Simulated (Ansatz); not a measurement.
# The palladium atom (singlet): from Hartree-Fock to the top rungs, def2-TZVP

One table from this session's results is given with a row withheld; the runs are named, their logs left out.

The runs use Ansatz 0.2.0, Gaussian basis; def2-TZVP, core rule «outside noble gas», up to 4 orbitals frozen.

To be run: UHF; CCSD(T) on RHF; CISD; CCSDT(Q) on RHF; CASSCF and MRCISD+Q, 10 electrons in 6 orbitals; CASSCF and MRCISD+Q(relaxed), 10 electrons in 6 orbitals; CASSCF and NEVPT4(SD), 10 electrons in 6 orbitals; CASSCF and NEVPT2, 10 electrons in 6 orbitals.

## The atom

A free atom, in its lowest state of this spin that the program finds. No spin-orbit coupling is included. Elements past krypton take def2 core potentials.

1 atom, charge 0, spin multiplicity 1.

Set-up of the first run:

in.yaml

```yaml
crystal:
  periodic: [false, false, false]
  atoms:
    - {symbol: Pd, position_ang: [0.000000, 0.000000, 0.000000]}
basis:
  gaussian: {orbitals: def2-TZVP}
magnetization: {spin_polarized: true, initial_magnetization: 0}
hamiltonian: {xc: hf}
output: {orbitals: {seedname: orbitals}}
```

Command:

```console
$ ansatz run in.yaml --threads 1 --pin off --events-out ev --progress --plain --max-ram 2393MiB
```

Among the steps run: UHF; CCSD(T) on RHF; CISD; CCSDT(Q) on RHF; CASSCF and MRCISD+Q, 10 electrons in 6 orbitals; CASSCF and MRCISD+Q(relaxed), 10 electrons in 6 orbitals; CASSCF and NEVPT4(SD), 10 electrons in 6 orbitals; CASSCF and NEVPT2, 10 electrons in 6 orbitals.

One table of the session follows, with a row left open; its other results are not shown here.

```
                   method  from RCCSDT(Q) (kJ/mol)
                      RHF                   +679.8
                     RMP2                    -23.8
                     CISD                        ?
                    RCCSD                    +17.8
                 RCCSD(T)                     +0.4
                   RCCSDT                     +0.9
                RCCSDT(Q)                        0
           CASSCF valence                   +669.8
           NEVPT2 valence                    +60.5
       NEVPT4(SD) valence                    +15.0
           MRCISD valence                    +45.2
         MRCISD+Q valence                    +12.9
MRCISD+Q(relaxed) valence                    +12.9
```

Estimate the missing values for CISD.

As computed: from RCCSDT(Q) (kJ/mol): +48.6. In the column «from RCCSDT(Q) (kJ/mol)» it lies between MRCISD valence (+45.2) and NEVPT2 valence (+60.5).
